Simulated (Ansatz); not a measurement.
**BF2HSe: up Jacob's ladder to CCSD(T)**

How much do the methods differ for BF2HSe? The plan is to run it at one geometry with functionals of several rungs and with coupled cluster. The yardstick is the atomisation energy at the CCSD(T) limit.

Program: Ansatz 0.2.0, Gaussian basis. Level of theory: functionals in def2-TZVPP, the program's frozen cores in correlated methods. These are calculated values, not measurements.

The runs, in order: LDA (SPW92), PBE-D4, revPBE-D4, BLYP-D4, r2SCAN-D4, B97M-V, PBE0-D4, B3LYP-D4, r2SCANh-D4, r2SCAN0-D4, HSE06-D4, BHLYP-D4, CAM-B3LYP-D4, LC-ωPBE, ωB97X-V, ωB97M-V, B2PLYP, PBE-QIDH; CCSD(T)/def2-SVP; CCSD(T)/def2-TZVPP; MP2/def2-QZVPP; extrapolation to the limit; RPA on PBE.

## 1. The geometry

The geometry comes from an earlier relaxation with PBE0-D4 in a triple-zeta def2 set; it is a stationary point.

SMILES `FB(F)[SeH]`, 5 atoms, charge 0, spin multiplicity 1.

Atoms are counted from 1 here; the program's logs count them from 0.

Bond lengths: F1–B2 1.317 Å, B2–F3 1.317 Å, B2–Se4 1.941 Å, Se4–H5 1.467 Å. Angles: F1–B2–F3 118.4°, F1–B2–Se4 119.0°, F3–B2–Se4 122.6°, B2–Se4–H5 93.2°.

## 2. LDA

This LDA is Slater exchange with PW92 correlation.

The input, in.yaml:

```yaml
crystal:
  periodic: [false, false, false]
  atoms:
    - {symbol: F, position_ang: [0.971302, -1.476993, 0.583788]}
    - {symbol: B, position_ang: [0.105334, -0.542089, 0.251297]}
    - {symbol: F, position_ang: [-1.159140, -0.716004, 0.574319]}
    - {symbol: Se, position_ang: [0.735712, 1.032899, -0.691594]}
    - {symbol: H, position_ang: [-0.603408, 1.628387, -0.759210]}
basis:
  gaussian: {orbitals: def2-TZVPP}
hamiltonian: {xc: lda}
output: {orbitals: {seedname: orbitals}}
```

The runs that follow: PBE-D4 (GGA); revPBE-D4 (GGA); BLYP-D4 (GGA); r2SCAN-D4 (meta-GGA); B97M-V (meta-GGA); PBE0-D4 (hybrid); B3LYP-D4 (hybrid); r2SCANh-D4 (hybrid); r2SCAN0-D4 (hybrid); HSE06-D4 (hybrid); BHLYP-D4 (hybrid); CAM-B3LYP-D4 (range-separated); LC-ωPBE-D4 (range-separated); ωB97X-V (range-separated); ωB97M-V (range-separated); B2PLYP (double hybrid); PBE-QIDH (double hybrid); CCSD(T) in def2-SVP; CCSD(T) in def2-TZVPP; MP2 in def2-QZVPP; RPA on PBE orbitals.

Q: Predict the results of all the runs planned. Wanted: atomisation energy, CCSD(T)/CBS; farthest beyond LDA; mean size of error, GGA; mean size of error, meta-GGA; mean size of error, hybrid; mean size of error, range-separated; mean size of error, double hybrid; gap, smallest and largest; T1 diagnostic.

As calculated:

| quantity | value |
| --- | --- |
| atomisation energy, CCSD(T)/CBS | 472.8 kcal/mol |
| functionals within 4.7 kcal/mol (1.0 %) | revPBE-D4, BLYP-D4, B97M-V, PBE0-D4, B3LYP-D4, r2SCANh-D4, HSE06-D4, CAM-B3LYP-D4, LC-ωPBE, ωB97X-V, ωB97M-V, B2PLYP, PBE-QIDH |
| farthest beyond LDA | BHLYP-D4 (-21.8 kcal/mol) |
| mean size of error, GGA | 6.0 kcal/mol |
| mean size of error, meta-GGA | 3.7 kcal/mol |
| mean size of error, hybrid | 5.6 kcal/mol |
| mean size of error, range-separated | 1.0 kcal/mol |
| mean size of error, double hybrid | 3.5 kcal/mol |
| gap, smallest and largest | 5.54 eV (LDA (SPW92)), 12.68 eV (LC-ωPBE) |
| T1 diagnostic | 0.0115 |
| triples share of the correlation energy | 3.2 % |

In words: The LDA atomisation energy is off by 82.3 kcal/mol (17 %): it overbinds. PBE-D4 is off by +13.9 kcal/mol. Double hybrids carry the basis error of their MP2 part in triple zeta, and no dispersion term here, so their miss is partly the set-up's. The rungs range-separated, double hybrid, meta-GGA miss on average by less than the doubt on the reference (4.7 kcal/mol), so they tie. Misses under about 4.7 kcal/mol are within the doubt on the reference itself, which lacks core-valence correlation, relativity and higher excitations, and its outer-core shells are covered unevenly. All levels share the lack of spin-orbit coupling, which lowers the free heavy atoms and so the true binding. Hartree-Fock recovers 74 % of the binding; the rest is correlation. CCSD(T) in def2-SVP is off by -23.9 kcal/mol, more than most functionals: a good method in a small basis is no reference. Orbital gaps span 5.5 to 12.7 eV; exact exchange widens them. Correlated methods include outer-core shells of Se, which these sets cover unevenly.
